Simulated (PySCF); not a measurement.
# C3H10BN: NMR shifts at several levels of theory, part 1 of 2

How much do the NMR shifts of C3H10BN (`CC(C)BN`) depend on the level of theory, and what does each level cost?

Programs: PySCF 2.14.0, with density-fitted response routines of our own. Each step states its level of theory. These are calculated values for one molecule in the gas phase, unless marked as measured. Atoms are numbered from 0 throughout.

## 1. Starting geometry

15 atoms, charge 0, multiplicity 1; geometry from: PBE0-D3(BJ)/def2-SVP.

Bonds of the start (Å): C0–C1 1.53, C1–C2 1.53, C1–B3 1.58, B3–N4 1.39, C0–H5 1.10, C0–H6 1.10, C0–H7 1.10, C1–H8 1.11, C2–H9 1.10, C2–H10 1.10, C2–H11 1.10, B3–H12 1.22, N4–H13 1.01, N4–H14 1.01.

## 2. NMR shieldings: PBE0/pcSseg-1

The job: settings as JSON, then the geometry in Å.

```
{"job": {"kind": "nmr", "xc": "PBE0", "basis": "pcSseg-1", "pop": false}, "charge": 0, "multiplicity": 1}
C     -0.836270    -1.129299     0.278435
C      0.378693    -0.211627     0.128283
C      0.065605     0.958506    -0.807976
B      1.621080    -1.025301    -0.420217
N      2.826314    -1.111922     0.271712
H     -1.711891    -0.580954     0.665593
H     -1.123897    -1.564391    -0.693122
H     -0.639388    -1.967145     0.966643
H      0.622511     0.203086     1.125677
H     -0.812153     1.530067    -0.460481
H      0.909519     1.662309    -0.885772
H     -0.158438     0.600871    -1.827036
H      1.545005    -1.601614    -1.488759
H      3.628427    -1.622444    -0.072870
H      2.981141    -0.665081     1.167194
```

Method: GIAO PBE0/pcSseg-1 NMR shielding, non-relativistic, gas phase.

Launch:

```sh
$ OMP_NUM_THREADS=1 python probes_run.py task.json out
```

One launch serves the whole session: the jobs run in the order shown.

What it wrote:

```text
coarse grid: 11608 points
cycle   1  E = -199.6301499904  dE =  2.229e-01  |g| = 4.600e-01  |ddm| = 3.091e+00
cycle   2  E = -199.6170611724  dE =  1.309e-02  |g| = 5.313e-01  |ddm| = 8.549e-01
cycle   3  E = -199.6868309062  dE = -6.977e-02  |g| = 3.816e-02  |ddm| = 4.580e-01
cycle   4  E = -199.6871015714  dE = -2.707e-04  |g| = 1.951e-02  |ddm| = 4.075e-02
cycle   5  E = -199.6871856586  dE = -8.409e-05  |g| = 5.727e-03  |ddm| = 1.574e-02
cycle   6  E = -199.6871924195  dE = -6.761e-06  |g| = 1.548e-03  |ddm| = 4.916e-03
final grid: 109544 points
cycle   7  E = -199.7126766067  dE = -2.682e-05  |g| = 8.892e-03  |ddm| = 2.195e-02
cycle   8  E = -199.7126676249  dE =  8.982e-06  |g| = 1.085e-02  |ddm| = 1.605e-02
cycle   9  E = -199.7126966938  dE = -2.907e-05  |g| = 3.454e-04  |ddm| = 8.595e-03
cycle  10  E = -199.7126967179  dE = -2.408e-08  |g| = 1.732e-04  |ddm| = 3.656e-04
cycle  11  E = -199.7126967242  dE = -6.245e-09  |g| = 4.754e-05  |ddm| = 1.307e-04
cycle  12  E = -199.7126967247  dE = -4.772e-10  |g| = 1.542e-05  |ddm| = 4.326e-05
converged SCF energy = -199.7126967247

GIAO shielding tensors (ppm)
atom      isotropic    diamagn.    paramagn.     s11        s22        s33       span
  0 C      164.147     247.721     -83.574    151.953    156.295    184.192     32.239
  1 C      161.168     247.135     -85.967    157.733    159.822    165.949      8.216
  2 C      164.367     248.139     -83.773    150.910    157.674    184.517     33.607
  3 B       57.286     196.072    -138.787     13.389     49.412    109.056     95.667
  4 N      155.010     315.872    -160.862     60.652    200.794    203.585    142.932
  5 H       30.281      30.573      -0.292     26.463     27.858     36.521     10.058
  6 H       30.417      30.640      -0.222     26.936     28.349     35.967      9.031
  7 H       30.356      30.040       0.316     25.765     28.224     37.080     11.316
  8 H       30.742      33.819      -3.076     27.819     28.976     35.432      7.613
  9 H       30.284      30.795      -0.512     26.513     27.843     36.495      9.982
 10 H       30.395      30.455      -0.059     25.743     28.319     37.123     11.381
 11 H       30.421      30.852      -0.431     26.932     28.357     35.976      9.044
 12 H       26.615      30.103      -3.488     25.065     26.309     28.472      3.407
 13 H       27.322      27.760      -0.438     22.543     23.954     35.467     12.924
 14 H       27.504      31.366      -3.862     23.025     25.646     33.840     10.815
```

It took 18 s on 1 thread of Arm Neoverse N1, shared host; peak memory 0.67 GiB.

The references, computed at this level on geometries of the same kind, shield at (ppm): 1H TMS 31.27, 13C TMS 184.4, 15N NH3 265.7, 11B BF3·OEt2 100.7. Their shielding less the atom's gives the shift. The references are single molecules in the gas phase, so shifts against H2O, NH3, PH3, H3PO4 or CFCl3 are not on the usual liquid scales and can be off by tens of ppm. Atoms listed in one row are averaged.

```csv
atoms,environment,σ (ppm),δ (ppm),δ scaled to CDCl3
C1,sp3 CH bonded to B,161.2,23.2,22.1
"C0, C2",methyl carbon,164.3,20.2,19.1
H12,"hydrogen on a boron bonded to C, N",26.62,4.65,–
"H13, H14",hydrogen on a nitrogen bonded to B,27.41,3.85,–
"H5, H6, H7, H9, H10, H11",hydrogen on a methyl carbon,30.36,0.91,1.08
H8,hydrogen on an sp3 CH bonded to B,30.74,0.52,0.71
B3,"boron bonded to C, N, H",57.3,43.4,–
N4,"nitrogen bonded to B, 2 H",155.0,110.7,–
```

The scaled column applies a straight-line fit of computed shieldings to shifts measured in CDCl3 (root-mean-square error 0.21 ppm for H, 2.0 ppm for C).

## 3. Shielding tensors: mPW1PW91/pcSseg-1

The job, as its differences from that of step 2:

```diff
@@ -1,2 +1,2 @@
-{"job": {"kind": "nmr", "xc": "PBE0", "basis": "pcSseg-1", "pop": false}, "charge": 0, "multiplicity": 1}
+{"job": {"kind": "nmr", "xc": "mPW1PW91", "basis": "pcSseg-1", "pop": false}, "charge": 0, "multiplicity": 1}
 C     -0.836270    -1.129299     0.278435
```

With the program's defaults for keys left out, this is: GIAO mPW1PW91/pcSseg-1 NMR shielding, non-relativistic, gas phase.

What it wrote:

```text
coarse grid: 11608 points
cycle   1  E = -199.8341380409  dE =  2.226e-01  |g| = 4.649e-01  |ddm| = 3.094e+00
cycle   2  E = -199.8209339582  dE =  1.320e-02  |g| = 5.363e-01  |ddm| = 8.577e-01
cycle   3  E = -199.8916483233  dE = -7.071e-02  |g| = 3.907e-02  |ddm| = 4.582e-01
cycle   4  E = -199.8919257228  dE = -2.774e-04  |g| = 2.059e-02  |ddm| = 4.156e-02
cycle   5  E = -199.8920192480  dE = -9.353e-05  |g| = 5.882e-03  |ddm| = 1.639e-02
cycle   6  E = -199.8920264817  dE = -7.234e-06  |g| = 1.538e-03  |ddm| = 5.137e-03
final grid: 109544 points
cycle   7  E = -199.9187499016  dE = -2.990e-05  |g| = 6.563e-03  |ddm| = 2.035e-02
cycle   8  E = -199.9187450744  dE =  4.827e-06  |g| = 8.001e-03  |ddm| = 1.216e-02
cycle   9  E = -199.9187609860  dE = -1.591e-05  |g| = 2.151e-04  |ddm| = 6.421e-03
cycle  10  E = -199.9187609944  dE = -8.359e-09  |g| = 1.334e-04  |ddm| = 2.573e-04
cycle  11  E = -199.9187609982  dE = -3.818e-09  |g| = 3.646e-05  |ddm| = 1.044e-04
cycle  12  E = -199.9187609985  dE = -2.710e-10  |g| = 1.328e-05  |ddm| = 3.284e-05
converged SCF energy = -199.9187609985

GIAO shielding tensors (ppm)
atom      isotropic    diamagn.    paramagn.     s11        s22        s33       span
  0 C      163.276     247.736     -84.460    151.278    155.503    183.047     31.769
  1 C      160.473     247.376     -86.903    157.212    159.033    165.176      7.964
  2 C      163.494     248.162     -84.668    150.249    156.865    183.368     33.119
  3 B       57.356     196.051    -138.695     13.582     49.486    108.999     95.417
  4 N      154.733     315.993    -161.259     61.020    200.516    202.664    141.644
  5 H       30.329      30.636      -0.307     26.532     27.922     36.535     10.003
  6 H       30.461      30.699      -0.238     26.993     28.402     35.987      8.994
  7 H       30.412      30.091       0.321     25.851     28.293     37.091     11.240
  8 H       30.805      33.921      -3.116     27.923     29.029     35.463      7.540
  9 H       30.332      30.862      -0.530     26.579     27.908     36.508      9.929
 10 H       30.450      30.514      -0.064     25.829     28.388     37.133     11.304
 11 H       30.466      30.915      -0.449     26.990     28.411     35.996      9.006
 12 H       26.691      30.172      -3.481     25.161     26.366     28.547      3.386
 13 H       27.404      27.788      -0.385     22.629     24.062     35.519     12.890
 14 H       27.586      31.403      -3.817     23.092     25.764     33.902     10.810
```

It took 18 s on 1 thread of Arm Neoverse N1, shared host; peak memory 0.68 GiB.

In short: δ C1 23.1, C0 20.2, B3 43.4, N4 109.4, H12 4.63, H13 3.82 ppm (means over like atoms).

## 4. Nuclear shieldings: WP04/pcSseg-1

The job, as its differences from that of step 3:

```diff
@@ -1,2 +1,2 @@
-{"job": {"kind": "nmr", "xc": "mPW1PW91", "basis": "pcSseg-1", "pop": false}, "charge": 0, "multiplicity": 1}
+{"job": {"kind": "nmr", "xc": "WP04", "basis": "pcSseg-1", "pop": false}, "charge": 0, "multiplicity": 1}
 C     -0.836270    -1.129299     0.278435
```

With the program's defaults for keys left out, this is: GIAO WP04/pcSseg-1 NMR shielding, non-relativistic, gas phase.

What it wrote:

```text
coarse grid: 11608 points
cycle   1  E = -205.0597399057  dE =  1.507e-01  |g| = 7.784e-01  |ddm| = 3.201e+00
cycle   2  E = -204.9403847633  dE =  1.194e-01  |g| = 1.044e+00  |ddm| = 1.381e+00
cycle   3  E = -205.2059426575  dE = -2.656e-01  |g| = 9.161e-02  |ddm| = 8.319e-01
cycle   4  E = -205.2075597850  dE = -1.617e-03  |g| = 4.247e-02  |ddm| = 8.549e-02
cycle   5  E = -205.2079726353  dE = -4.129e-04  |g| = 9.839e-03  |ddm| = 3.535e-02
cycle   6  E = -205.2079939521  dE = -2.132e-05  |g| = 2.645e-03  |ddm| = 9.115e-03
cycle   7  E = -205.2079956264  dE = -1.674e-06  |g| = 4.089e-04  |ddm| = 2.072e-03
final grid: 109544 points
cycle   8  E = -205.2472250051  dE = -4.826e-05  |g| = 9.961e-03  |ddm| = 2.647e-02
cycle   9  E = -205.2472034056  dE =  2.160e-05  |g| = 1.397e-02  |ddm| = 1.663e-02
cycle  10  E = -205.2472484868  dE = -4.508e-05  |g| = 1.001e-03  |ddm| = 9.402e-03
cycle  11  E = -205.2472487045  dE = -2.177e-07  |g| = 3.180e-04  |ddm| = 8.552e-04
cycle  12  E = -205.2472487266  dE = -2.203e-08  |g| = 7.380e-05  |ddm| = 2.562e-04
cycle  13  E = -205.2472487278  dE = -1.275e-09  |g| = 1.844e-05  |ddm| = 7.153e-05
cycle  14  E = -205.2472487279  dE = -7.509e-11  |g| = 3.862e-06  |ddm| = 1.460e-05
converged SCF energy = -205.2472487279

GIAO shielding tensors (ppm)
atom      isotropic    diamagn.    paramagn.     s11        s22        s33       span
  0 C      151.281     248.656     -97.375    140.036    143.366    170.440     30.404
  1 C      147.811     248.824    -101.012    146.355    146.900    150.179      3.823
  2 C      151.457     249.156     -97.699    139.115    144.531    170.725     31.610
  3 B       52.127     196.636    -144.509      9.699     44.445    102.237     92.538
  4 N      151.115     317.578    -166.463     65.997    191.880    195.469    129.472
  5 H       30.597      31.454      -0.857     27.114     28.380     36.298      9.183
  6 H       30.690      31.341      -0.652     27.480     28.788     35.802      8.322
  7 H       30.715      30.423       0.293     26.598     28.738     36.810     10.212
  8 H       31.072      34.779      -3.707     28.585     29.330     35.301      6.716
  9 H       30.596      31.718      -1.122     27.141     28.378     36.270      9.129
 10 H       30.747      30.985      -0.238     26.575     28.826     36.841     10.266
 11 H       30.699      31.595      -0.896     27.482     28.796     35.818      8.335
 12 H       27.525      30.990      -3.465     26.139     27.083     29.353      3.213
 13 H       27.886      27.584       0.303     23.167     24.916     35.576     12.409
 14 H       28.080      31.810      -3.730     23.502     26.612     34.126     10.624
```

Run time: 19 s. Hardware: 1 thread of Arm Neoverse N1, shared host; peak memory 0.68 GiB.

In short: δ C1 24.6, C0 21.1, B3 43.6, N4 95.8, H12 4.04, H13 3.58 ppm (means over like atoms).

## 5. Nuclear shieldings: B97-2/pcSseg-1

The job, as its differences from that of step 4:

```diff
@@ -1,2 +1,2 @@
-{"job": {"kind": "nmr", "xc": "WP04", "basis": "pcSseg-1", "pop": false}, "charge": 0, "multiplicity": 1}
+{"job": {"kind": "nmr", "xc": "B97-2", "basis": "pcSseg-1", "pop": false}, "charge": 0, "multiplicity": 1}
 C     -0.836270    -1.129299     0.278435
```

With the program's defaults for keys left out, this is: GIAO B97-2/pcSseg-1 NMR shielding, non-relativistic, gas phase.

What it wrote:

```text
coarse grid: 11608 points
cycle   1  E = -199.8157749125  dE =  1.957e-01  |g| = 4.723e-01  |ddm| = 3.105e+00
cycle   2  E = -199.7964964800  dE =  1.928e-02  |g| = 5.642e-01  |ddm| = 8.979e-01
cycle   3  E = -199.8755586668  dE = -7.906e-02  |g| = 4.039e-02  |ddm| = 4.878e-01
cycle   4  E = -199.8758701043  dE = -3.114e-04  |g| = 2.039e-02  |ddm| = 4.337e-02
cycle   5  E = -199.8759616787  dE = -9.157e-05  |g| = 6.122e-03  |ddm| = 1.668e-02
cycle   6  E = -199.8759696129  dE = -7.934e-06  |g| = 1.648e-03  |ddm| = 5.478e-03
final grid: 109544 points
cycle   7  E = -199.8941361385  dE = -4.647e-05  |g| = 3.069e-03  |ddm| = 2.195e-02
cycle   8  E = -199.8941343182  dE =  1.820e-06  |g| = 4.167e-03  |ddm| = 6.584e-03
cycle   9  E = -199.8941386448  dE = -4.327e-06  |g| = 3.586e-04  |ddm| = 3.387e-03
cycle  10  E = -199.8941386618  dE = -1.704e-08  |g| = 2.239e-04  |ddm| = 3.813e-04
cycle  11  E = -199.8941386731  dE = -1.125e-08  |g| = 2.967e-05  |ddm| = 1.701e-04
cycle  12  E = -199.8941386733  dE = -1.973e-10  |g| = 7.287e-06  |ddm| = 2.863e-05
converged SCF energy = -199.8941386733

GIAO shielding tensors (ppm)
atom      isotropic    diamagn.    paramagn.     s11        s22        s33       span
  0 C      163.231     247.607     -84.377    151.324    155.422    182.945     31.622
  1 C      160.495     247.252     -86.757    157.296    159.246    164.944      7.648
  2 C      163.443     248.034     -84.591    150.324    156.746    183.260     32.937
  3 B       59.895     196.249    -136.354     17.484     53.155    109.044     91.560
  4 N      157.748     315.898    -158.149     68.182    202.149    202.914    134.731
  5 H       30.376      30.745      -0.369     26.632     27.989     36.507      9.875
  6 H       30.511      30.786      -0.275     27.096     28.471     35.966      8.870
  7 H       30.454      30.144       0.310     25.955     28.359     37.046     11.091
  8 H       30.860      33.993      -3.133     28.014     29.105     35.461      7.448
  9 H       30.378      30.972      -0.595     26.677     27.976     36.480      9.803
 10 H       30.491      30.579      -0.088     25.934     28.452     37.087     11.153
 11 H       30.515      31.004      -0.489     27.092     28.479     35.975      8.882
 12 H       26.839      30.336      -3.496     25.371     26.499     28.649      3.278
 13 H       27.520      27.818      -0.299     22.723     24.171     35.666     12.943
 14 H       27.708      31.485      -3.777     23.198     25.873     34.054     10.856
```

It took 18 s on 1 thread of Arm Neoverse N1, shared host; peak memory 0.68 GiB.

In short: δ C1 23.2, C0 20.4, B3 41.9, N4 105.2, H12 4.54, H13 3.76 ppm (means over like atoms).

## 6. Shielding tensors: BHandHLYP/pcSseg-1

The job, as its differences from that of step 5:

```diff
@@ -1,2 +1,2 @@
-{"job": {"kind": "nmr", "xc": "B97-2", "basis": "pcSseg-1", "pop": false}, "charge": 0, "multiplicity": 1}
+{"job": {"kind": "nmr", "xc": "BHandHLYP", "basis": "pcSseg-1", "pop": false}, "charge": 0, "multiplicity": 1}
 C     -0.836270    -1.129299     0.278435
```

With the program's defaults for keys left out, this is: GIAO BHandHLYP/pcSseg-1 NMR shielding, non-relativistic, gas phase.

What it wrote:

```text
coarse grid: 11608 points
cycle   1  E = -199.7746891479  dE =  3.525e-01  |g| = 3.710e-01  |ddm| = 3.049e+00
cycle   2  E = -199.7944069023  dE = -1.972e-02  |g| = 2.861e-01  |ddm| = 5.188e-01
cycle   3  E = -199.8130955890  dE = -1.869e-02  |g| = 4.149e-02  |ddm| = 2.323e-01
cycle   4  E = -199.8134513723  dE = -3.558e-04  |g| = 1.693e-02  |ddm| = 3.703e-02
cycle   5  E = -199.8135173334  dE = -6.596e-05  |g| = 3.207e-03  |ddm| = 1.329e-02
cycle   6  E = -199.8135196310  dE = -2.298e-06  |g| = 9.329e-04  |ddm| = 3.033e-03
final grid: 109544 points
cycle   7  E = -199.8371654337  dE = -1.478e-05  |g| = 3.897e-03  |ddm| = 1.155e-02
cycle   8  E = -199.8371660853  dE = -6.516e-07  |g| = 3.608e-03  |ddm| = 5.416e-03
cycle   9  E = -199.8371691305  dE = -3.045e-06  |g| = 1.428e-04  |ddm| = 2.544e-03
cycle  10  E = -199.8371691340  dE = -3.543e-09  |g| = 1.155e-04  |ddm| = 1.811e-04
cycle  11  E = -199.8371691369  dE = -2.909e-09  |g| = 1.448e-05  |ddm| = 7.970e-05
cycle  12  E = -199.8371691370  dE = -7.680e-11  |g| = 5.663e-06  |ddm| = 1.920e-05
converged SCF energy = -199.8371691370

GIAO shielding tensors (ppm)
atom      isotropic    diamagn.    paramagn.     s11        s22        s33       span
  0 C      163.882     246.750     -82.868    151.886    156.435    183.325     31.439
  1 C      161.821     246.572     -84.751    157.683    160.789    166.992      9.309
  2 C      164.119     247.181     -83.063    150.921    157.770    183.665     32.743
  3 B       58.819     194.852    -136.034     15.531     51.798    109.128     93.597
  4 N      159.820     316.102    -156.282     66.572    205.167    207.722    141.149
  5 H       30.448      30.690      -0.242     26.579     28.056     36.708     10.130
  6 H       30.583      30.759      -0.176     27.054     28.508     36.187      9.133
  7 H       30.546      30.127       0.418     25.933     28.427     37.277     11.344
  8 H       31.045      33.960      -2.915     28.181     29.141     35.813      7.632
  9 H       30.451      30.914      -0.463     26.619     28.050     36.683     10.065
 10 H       30.580      30.549       0.031     25.909     28.519     37.313     11.404
 11 H       30.589      30.976      -0.386     27.055     28.514     36.199      9.145
 12 H       26.969      30.310      -3.341     25.724     26.444     28.738      3.014
 13 H       27.664      27.830      -0.166     22.636     24.248     36.107     13.471
 14 H       27.841      31.402      -3.561     23.031     26.070     34.424     11.392
```

Run time: 18 s. Hardware: 1 thread of Arm Neoverse N1, shared host; peak memory 0.68 GiB.

Key values: δ C1 22.2, C0 20.0, B3 45.8, N4 105.2, H12 4.47, H13 3.69 ppm (means over like atoms).

## 7. NMR shieldings: CAM-B3LYP/pcSseg-1

The job, as its differences from that of step 6:

```diff
@@ -1,2 +1,2 @@
-{"job": {"kind": "nmr", "xc": "BHandHLYP", "basis": "pcSseg-1", "pop": false}, "charge": 0, "multiplicity": 1}
+{"job": {"kind": "nmr", "xc": "CAM-B3LYP", "basis": "pcSseg-1", "pop": false}, "charge": 0, "multiplicity": 1}
 C     -0.836270    -1.129299     0.278435
```

Method: GIAO CAM-B3LYP/pcSseg-1 NMR shielding, non-relativistic, gas phase.

What it wrote:

```text
coarse grid: 11608 points
cycle   1  E = -199.7712564182  dE =  3.504e-01  |g| = 3.968e-01  |ddm| = 3.063e+00
cycle   2  E = -199.7836436753  dE = -1.239e-02  |g| = 3.628e-01  |ddm| = 5.555e-01
cycle   3  E = -199.8125138301  dE = -2.887e-02  |g| = 3.811e-02  |ddm| = 2.527e-01
cycle   4  E = -199.8127661779  dE = -2.523e-04  |g| = 2.247e-02  |ddm| = 3.868e-02
cycle   5  E = -199.8128786763  dE = -1.125e-04  |g| = 3.852e-03  |ddm| = 1.711e-02
cycle   6  E = -199.8128821874  dE = -3.511e-06  |g| = 1.043e-03  |ddm| = 3.805e-03
final grid: 109544 points
cycle   7  E = -199.8496910307  dE = -2.422e-05  |g| = 5.026e-03  |ddm| = 1.299e-02
cycle   8  E = -199.8496912259  dE = -1.952e-07  |g| = 5.074e-03  |ddm| = 6.658e-03
cycle   9  E = -199.8496969257  dE = -5.700e-06  |g| = 2.771e-04  |ddm| = 3.204e-03
cycle  10  E = -199.8496969363  dE = -1.057e-08  |g| = 1.929e-04  |ddm| = 2.818e-04
cycle  11  E = -199.8496969445  dE = -8.185e-09  |g| = 1.611e-05  |ddm| = 1.353e-04
cycle  12  E = -199.8496969446  dE = -8.902e-11  |g| = 6.441e-06  |ddm| = 2.373e-05
converged SCF energy = -199.8496969446

GIAO shielding tensors (ppm)
atom      isotropic    diamagn.    paramagn.     s11        s22        s33       span
  0 C      162.258     246.492     -84.234    149.740    154.441    182.592     32.851
  1 C      159.194     246.187     -86.994    154.842    158.142    164.598      9.756
  2 C      162.492     246.913     -84.421    148.705    155.831    182.940     34.235
  3 B       53.590     195.279    -141.689      8.430     45.127    107.213     98.783
  4 N      155.859     315.057    -159.198     61.585    202.586    203.405    141.820
  5 H       30.332      30.586      -0.254     26.558     27.973     36.466      9.908
  6 H       30.462      30.638      -0.176     27.024     28.443     35.919      8.895
  7 H       30.423      29.977       0.446     25.893     28.345     37.031     11.138
  8 H       30.860      33.759      -2.899     27.992     29.131     35.457      7.465
  9 H       30.336      30.804      -0.469     26.602     27.964     36.441      9.838
 10 H       30.460      30.396       0.064     25.870     28.440     37.072     11.202
 11 H       30.467      30.847      -0.380     27.021     28.451     35.929      8.908
 12 H       26.737      30.248      -3.511     25.250     26.397     28.564      3.314
 13 H       27.458      27.745      -0.286     22.671     24.074     35.630     12.959
 14 H       27.627      31.288      -3.661     23.121     25.767     33.994     10.873
```

Run time: 24 s. Hardware: 1 thread of Arm Neoverse N1, shared host; peak memory 0.7 GiB.

This run: δ C1 23.3, C0 20.1, B3 45.8, N4 111.4, H12 4.59, H13 3.79 ppm (means over like atoms).

(Continued in part 2 of 2.)
